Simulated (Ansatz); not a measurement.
# BF3H6OSi2: basis-set convergence

One table from this session's results is given with a row withheld; the runs are named, their logs left out.

Computed with Ansatz 0.2.0, Gaussian basis. Level: one geometry, several basis sets.

Levels to be run: PBE0-D4/def2-SVP; ωB97M-V/def2-SVP; PBE0-D4/def2-QZVPP; ωB97M-V/def2-QZVPP; the functionals' def2-TZVPP values are taken from earlier runs.

### The geometry

An earlier PBE0-D4 in a triple-zeta def2 set relaxation fixed the geometry.

SMILES `F[B-](F)(F)[O+]([SiH3])[SiH3]`, 13 atoms, charge 0, spin multiplicity 1.

Atoms are counted from 1 here; the program's logs count them from 0.

Bond lengths: F1–B2 1.357 Å, B2–F3 1.347 Å, B2–F4 1.358 Å, B2–O5 1.713 Å, O5–Si6 1.702 Å, O5–Si7 1.702 Å, Si6–H8 1.473 Å, Si6–H9 1.476 Å, Si6–H10 1.481 Å, Si7–H11 1.473 Å, Si7–H12 1.476 Å, Si7–H13 1.481 Å. Angles: F1–B2–F3 115.5°, F1–B2–F4 115.9°, F1–B2–O5 101.5°, F3–B2–F4 115.5°, F3–B2–O5 103.8°, F4–B2–O5 101.5°, B2–O5–Si6 115.0°, B2–O5–Si7 114.9°, Si6–O5–Si7 129.7°, O5–Si6–H8 107.6°, O5–Si6–H9 109.1°, O5–Si6–H10 104.7°, H8–Si6–H9 113.1°, H8–Si6–H10 111.5°, H9–Si6–H10 110.5°, O5–Si7–H11 107.5°, O5–Si7–H12 109.0°, O5–Si7–H13 104.8° and more.

The first run:

Input file in.yaml:

```yaml
crystal:
  periodic: [false, false, false]
  atoms:
    - {symbol: F, position_ang: [-1.295635, -1.562159, -1.140703]}
    - {symbol: B, position_ang: [-1.096880, -0.222030, -1.223732]}
    - {symbol: F, position_ang: [-0.485664, 0.204716, -2.345169]}
    - {symbol: F, position_ang: [-2.117859, 0.556505, -0.782477]}
    - {symbol: O, position_ang: [0.075029, 0.027051, 0.000615]}
    - {symbol: Si, position_ang: [-0.052609, 1.510065, 0.825924]}
    - {symbol: Si, position_ang: [1.081924, -1.309016, 0.313074]}
    - {symbol: H, position_ang: [-0.210353, 2.569940, -0.185434]}
    - {symbol: H, position_ang: [-1.182843, 1.439668, 1.772398]}
    - {symbol: H, position_ang: [1.228135, 1.644624, 1.558020]}
    - {symbol: H, position_ang: [1.527828, -1.840802, -0.986635]}
    - {symbol: H, position_ang: [0.335186, -2.296593, 1.116706]}
    - {symbol: H, position_ang: [2.214142, -0.756669, 1.092112]}
basis:
  gaussian: {orbitals: def2-SVP}
hamiltonian: {xc: pbe0, dispersion: d4}
output: {orbitals: {seedname: orbitals}}
```

On the command line:

```console
> ansatz run in.yaml --threads 4 --pin off --events-out ev --progress --plain --max-ram 11315MiB
```

Steps of the session up to this table: PBE0-D4 in def2-SVP; ωB97M-V in def2-SVP; PBE0-D4 in def2-QZVPP; ωB97M-V in def2-QZVPP.

One of the session's tables, all rows but one given; the rest of the session is left out.

It belongs to the step «Functionals by basis». 

```
functional       basis  HOMO (eV)
   PBE0-D4    def2-SVP      -9.72
   PBE0-D4  def2-TZVPP          ?
   PBE0-D4  def2-QZVPP      -9.78
   ωB97M-V    def2-SVP     -11.98
   ωB97M-V  def2-TZVPP     -12.07
   ωB97M-V  def2-QZVPP     -12.07
```

Estimate the missing values for PBE0-D4, def2-TZVPP.

**Answer.** HOMO (eV): -9.77. In the column «HOMO (eV)» it lies between PBE0-D4, def2-QZVPP (-9.78) and PBE0-D4, def2-SVP (-9.72).
